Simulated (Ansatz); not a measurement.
# SnSe: the cost of one run

Computed with Ansatz 0.2.0 (DFT LDA, scalar-relativistic, plane waves, PAW, unless a step's input says otherwise).

2 further runs of the same task are left out: 2 set aside as unsound or not needed.

## Step 1: The system as given

The structure is cubic, space group Fm-3m (No. 225). Conventional cell: a = 5.893 Å, b = 5.893 Å, c = 5.893 Å, α = 90.00°, β = 90.00°, γ = 90.00°. Sn (site symmetry m-3m) has 6 Se at 2.95 Å as nearest neighbours. Se (site symmetry m-3m) has 6 Sn at 2.95 Å as nearest neighbours.

Structure file:

```
CELL_PARAMETERS angstrom
0.00000 2.94626 2.94626
2.94626 0.00000 2.94626
2.94626 2.94626 0.00000
ATOMIC_POSITIONS crystal
Sn 0.00000 0.00000 0.00000
Se 0.50000 0.50000 0.50000
```

It is the result of an earlier relaxation at this level (volume 25.57 Å³/atom; gap on the mesh: 0.78 eV).

## Step 2: Relaxing at 12 GPa

At a set pressure the run lowers the enthalpy E + PV, so the energy alone may rise along the way.

Contents of input.yaml:

```yaml
crystal:
  lattice:
    - [0.0, 2.946261915, 2.946261915]
    - [2.946261915, 0.0, 2.946261915]
    - [2.946261915, 2.946261915, 0.0]
  atoms:
    - { symbol: Sn, position: [0.0, 0.0, 0.0] }
    - { symbol: Se, position: [0.5, 0.5, 0.5] }
basis:
  ecutwfc: 420
kpoints:
  mp_grid: { grid: [8, 8, 8] }
hamiltonian:
  xc: lda
scf:
  occupations: { method: fixed }
output:
  forces: true
  stress: true
  eigenvalues: true
relax:
  adjacent_minimum: "off"
  f_tol: 0.001
  max_steps: 60
  cell: { stress_tol: 0.02, p_target: 12.0 }
```

Launch:

```sh
$ ansatz run input.yaml --threads 1 --pin off --max-ram 3072MiB --backend cpu --events-out ev --progress --plain --runs-dir out
```

What time and memory should one allow on 1 thread of AMD EPYC 9R45 (Zen 5), shared host?

About 2.6 s, with a peak of 0.4 GiB.
